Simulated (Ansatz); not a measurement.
## HfN, space group F-43m: a comparison of functionals at one structure, step by step

Program: the Ansatz DFT code, driven from Python.

At the Python prompt:
```pycon
>>> import ansatz as az
>>> system = (
...     az.Lattice.from_parameters(3.471643, 3.471643, 3.471643, alpha=60.0, beta=60.0, gamma=60.0)
...     .atom("Hf", [0.0, 0.0, 0.0])
...     .atom("N", [0.75, 0.75, 0.75])
... )
>>> [site.symbol for site in system.resolved().sites]
['Hf', 'N']
>>> base = (
...     system.calculation()
...     .basis(420)
...     .scf(tolerance=1e-09)
...     .occupations(az.OccupationsMethod.METHFESSEL_PAXTON, width=0.15)
...     .kpoints(11)
...     .pseudopotentials("paw")
... )
>>> rows = []
>>> for value in ["pbesol", "blyp", "lda"]:
...     report = base.functional(value).run().report
...     rows.append((value, report["free_energy_ev"] / len(report["lattice"]["sites"]), report["n_iterations"], report["n_kpoints"]))
...
>>> print("  functional   F/atom (eV)    iterations      k-points")
  functional   F/atom (eV)    iterations      k-points
>>> for row in rows:
...     print(f"{str(row[0]):>12s}  {row[1]:12.5f}  {row[2]:12d}  {row[3]:12d}")
...
      pbesol   -7989.78082             8            56
        blyp   -8066.72331             8            56
         lda   -7926.92279             7            56
```

Notes:
- The run is spin-unpolarised.
- BLYP can be off by several per cent in the lattices of metals, and by several GPa in the pressure at a fixed cell.
- The mesh is modest for a metal, so energies can be off by several to tens of meV an atom and pressures by half a GPa or more; differences at equal mesh fare better.
- Spin-orbit coupling, which matters for elements this heavy, is left out.
- The structure comes from a database of computed cells and needn't be a stable or known phase.
- Total energies of different functionals can't be compared; pressures, moments and gaps at this one structure can.
- It ran for 9.1 s on 1 thread of Intel(R) Xeon(R) Processor @ 2.30GHz, on a shared host, peak memory 0.5 GiB.
